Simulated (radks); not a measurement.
# Ca³⁺ in [Ne] 3s2 3p5: an all-electron calculation

Aim: the levels, the sizes of the orbitals and the parts of the energy of the calcium ion Ca3+.

Program: radks (a radial shooting solver on a logarithmic mesh, Libxc functionals) version 1. Level of theory: scalar-relativistic Kohn-Sham, BLYP, spin-polarised, spherical densities, point nucleus; open shells are filled with parallel spins first. These are calculated values, not measurements, unless marked.

## Step 1: The system

| Property | Result |
| --- | --- |
| element | calcium (Z = 20) |
| charge | +3 |
| electrons | 17 |
| configuration | [Ne] 3s2 3p5 |

Outer shells as boxes (Hund's rule):

Ca³⁺
```
[Ne] core
3s [↑↓]
3p [↑↓][↑↓][↑ ]
```

## Step 2: Self-consistent calculation

The run's settings:

```text
Z 20
configuration [Ne] 3s2 3p5
relativity scalar-relativistic
functional b88,lyp
spin polarised
nucleus point
c 137.035999084
```

**Question.** What will this run give?

**Answer**, as computed:

| quantity | value |
| --- | --- |
| total energy | -678.03031 hartree |
| exchange-correlation share of it | 5.21 % |
| −T/E | 1.0069 |
| highest occupied level | 3p down, -58.778 eV |
| most extended occupied level | 3p down, <r> = 1.21 bohr |
| radius at density 0.001 e/bohr³ | 2.82 bohr |
| maxima of the radial density | 3 |
| ionisation energy, NIST | 67.273 (semi-emp.) eV |

The radial density shows 3 maxima for 3 occupied principal shells. Relativity lifts −T/E to 1.007. Minus the highest eigenvalue, 58.778 eV, is 87 % of the tabulated ionisation energy (67.273 eV); the potential of a semilocal functional falls off too fast, so its top eigenvalue is too shallow. Open shells are spherical and high-spin; term and fine-structure splittings are not resolved.
